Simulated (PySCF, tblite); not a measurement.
# C₄H₁₀NSi₂ radical: geometry, infrared bands and EPR parameters

Aim: predict the infrared bands and EPR parameters of C₄H₁₀NSi₂ radical (`C[CH][Si@@](C)([SiH3])C#N`).

Programs: tblite 0.8.0 and PySCF 2.14.0, with density-fitted response routines of our own. Each step states its level of theory. These are calculated values for one molecule in the gas phase, unless marked as measured. Atoms are numbered from 0 throughout.

### Step 1. Starting geometry

17 atoms, charge 0, multiplicity 2; geometry from: force field or distance geometry start.

Bonds of the start (Å): C0–C1 1.47, C1–Si2 1.84, Si2–C3 1.86, Si2–Si4 2.32, Si2–C5 1.89, C5–N6 1.16, C0–H7 1.09, C0–H8 1.10, C0–H9 1.11, C1–H10 1.09, C3–H11 1.09, C3–H12 1.11, C3–H13 1.09, Si4–H14 1.49, Si4–H15 1.49, Si4–H16 1.49.

### Step 2. Relaxing the molecule with GFN2-xTB

Job settings and geometry (Å):

```
{"job": {"kind": "relax", "xc": "GFN2-xTB", "basis": "xTB"}, "charge": 0, "multiplicity": 2}
C     -2.172400    -1.102100    -0.561600
C     -1.246300    -0.615500     0.478200
Si     0.206900     0.449300     0.096100
C      0.771400     1.360500     1.613400
Si     1.968800    -0.855200    -0.649900
C     -0.154000     1.657300    -1.311900
N     -0.367400     2.407100    -2.175000
H     -1.715900    -1.137100    -1.549000
H     -2.519700    -2.111800    -0.311400
H     -3.062600    -0.448000    -0.604600
H     -1.466000    -0.797400     1.532100
H     -0.020700     2.003900     2.007700
H      1.036200     0.652400     2.427600
H      1.651600     1.974500     1.407500
H      1.580600    -1.604600    -1.874300
H      2.349900    -1.823700     0.415600
H      3.152600     0.002400    -0.950500
```

Run with:

```
OMP_NUM_THREADS=1 python probes_run.py task.json out
```

This one command runs all jobs of the session in turn.

**Question.** This job is followed by: GFN2-xTB harmonic vibrations, gas phase; UKS B3LYP, pcH-1 on C H N Si, non-relativistic, mean-field spin-orbit, GIAO. Predict these results of the whole session: strongest single infrared mode (GFN2-xTB); zero-point energy (GFN2-xTB); g(iso) (B3LYP); ⟨S²⟩; largest a(iso) (averaged by class); potential on the surface of density 0.002 e/bohr³, 1st and 99th percentile.

**Answer**, as computed:

```
                                                                  quantity                 value
                                 strongest single infrared mode (GFN2-xTB)  761 cm⁻¹, 637 km/mol
                                              zero-point energy (GFN2-xTB)         75.6 kcal/mol
                                                            g(iso) (B3LYP)               2.00265
                                                                      ⟨S²⟩    0.754 (exact 0.75)
                                        largest a(iso) (averaged by class)   13C on C1, 88.6 MHz
potential on the surface of density 0.002 e/bohr³, 1st and 99th percentile    -1.78 V and 1.28 V
```

What this shows: The optimisation took 89 steps and gained 0.174 eV; among the close pairs (by a distance rule), Si2–C3 changed most, from 1.858 to 1.905 Å. All 45 modes are real, so the xTB geometry is a minimum. The strongest single mode, at 761 cm⁻¹, has its largest shares on H16, H14 and H15 (the list is cut at 3 atoms). Unscaled tight-binding wavenumbers are off by several per cent, some by more. Its intensities can rank the bands wrongly. Most of the unpaired spin sits on C1 (0.97 e). The isotropic g lies 0.3 ppt above the free-electron value.
